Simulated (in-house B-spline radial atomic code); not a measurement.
# Hg³⁺: a test of the first knot

How far can the first knot be changed before the Hg³⁺ run goes wrong?

Program: in-house B-spline radial atomic code version 1. Level of theory: Dirac-Coulomb BLYP, spherical fractional occupations, Fermi nucleus, basis-set limit. These are calculated values, not measurements, unless marked.

**1. What is computed**

```
element       : mercury (Z = 80)
charge        : +3
electrons     : 77
configuration : [Xe] 4f14 5d9
Hamiltonian   : Dirac-Coulomb
nucleus       : Fermi, rms radius 5.465 fm
```

Outer shells as boxes (Hund's rule):

[Xe] 4f14 5d9
```
[Xe] core
4f [↑↓][↑↓][↑↓][↑↓][↑↓][↑↓][↑↓]
5d [↑↓][↑↓][↑↓][↑↓][↑ ]
```

The boxes only draw the filling; these runs are spin-restricted and spherical.

A run counts as converged when the orbital gradient is under the tolerance times 80 hartree (or under the basis's noise floor) and the energy moved by less than 1e-8 hartree times the root of its size. Energy differences under 6e-05 hartree are noise.

The run's settings:

```ini
Z = 80
electrons = 77.0
configuration = [Xe] 4f14 5d9
hamiltonian = dirac
method = b88,lyp
spin_polarised = False
nucleus = fermi
rms_radius = 5.4648
mass_number = 202
atomic_mass = 201.970643604
speed_of_light = 137.035999084
knot_spacing = 0.22
spline_order = 8
gauss_points = 12
box_radius = 16.22
max_iterations = 70
damping = 0.5
damped_steps = 3
diis_vectors = 10
tolerance = 1e-08
start = Thomas-Fermi
```

From the earlier run of the reference: total energy -19656.009449 hartree. Levels, eight at most:

| orbital | occupation | energy (eV) | <r> (bohr) |
| --- | --- | --- | --- |
| 4d5/2 | 6 | -374.32 | 0.4536 |
| 5s1/2 | 2 | -151.93 | 0.9004 |
| 4f5/2 | 6 | -132.25 | 0.4791 |
| 4f7/2 | 8 | -128.05 | 0.4858 |
| 5p1/2 | 2 | -113.88 | 0.9677 |
| 5p3/2 | 4 | -95.377 | 1.061 |
| 5d3/2 | 3.6 | -43.561 | 1.364 |
| 5d5/2 | 5.4 | -41.493 | 1.410 |

**2. First knot 1.25e-06**

The run's settings:

```ini
Z = 80
electrons = 77.0
configuration = [Xe] 4f14 5d9
hamiltonian = dirac
method = b88,lyp
spin_polarised = False
nucleus = fermi
rms_radius = 5.4648
mass_number = 202
atomic_mass = 201.970643604
speed_of_light = 137.035999084
knot_spacing = 0.22
spline_order = 8
gauss_points = 12
box_radius = 16.22
first_knot = 1.25e-06
max_iterations = 70
damping = 0.5
damped_steps = 3
diis_vectors = 10
tolerance = 1e-08
start = Thomas-Fermi
```

Run with:

```bash
$ python run_scf.py task.json out
```

One command runs all members of the session, one after another, from task.json.

**3. First knot 1.25e-05**

Changes to the settings of step 2:

```diff
@@ -15,3 +15,3 @@
 box_radius = 16.22
-first_knot = 1.25e-06
+first_knot = 1.25e-05
 max_iterations = 70
```

**4. First knot 0.000125**

Changes to the settings of step 3:

```diff
@@ -15,3 +15,3 @@
 box_radius = 16.22
-first_knot = 1.25e-05
+first_knot = 0.000125
 max_iterations = 70
```

**5. First knot 0.00125**

Changes to the settings of step 4:

```diff
@@ -15,3 +15,3 @@
 box_radius = 16.22
-first_knot = 0.000125
+first_knot = 0.00125
 max_iterations = 70
```

**6. First knot 0.00375**

Changes to the settings of step 5:

```diff
@@ -15,3 +15,3 @@
 box_radius = 16.22
-first_knot = 0.00125
+first_knot = 0.00375
 max_iterations = 70
```

**7. First knot 0.0125**

Changes to the settings of step 6:

```diff
@@ -15,3 +15,3 @@
 box_radius = 16.22
-first_knot = 0.00375
+first_knot = 0.0125
 max_iterations = 70
```

**8. First knot 0.0375**

Changes to the settings of step 7:

```diff
@@ -15,3 +15,3 @@
 box_radius = 16.22
-first_knot = 0.0125
+first_knot = 0.0375
 max_iterations = 70
```

**Question.** Which of these runs converge to the reference energy, which miss it and by about how much, and which fail?

As calculated:

| run | outcome | iterations | energy less the reference (hartree) |
| --- | --- | --- | --- |
| reference | converged | 9 | 0 |
| first knot 1.25e-06 | converged | 9 | below noise |
| first knot 1.25e-05 | converged | 9 | below noise |
| first knot 0.000125 | converged | 9 | below noise |
| first knot 0.00125 | converged | 9 | +0.593 |
| first knot 0.00375 | converged | 9 | -1.25 |
| first knot 0.0125 | converged | 9 | +10.7 |
| first knot 0.0375 | converged | 9 | +115 |

What this shows: Of 7 changed inputs, 3 gave the reference energy within 6e-05 hartree and 4 converged to another value. The worst converged miss is +115 hartree (first knot 0.0375): the first knot lies too far out to describe the region near the nucleus.
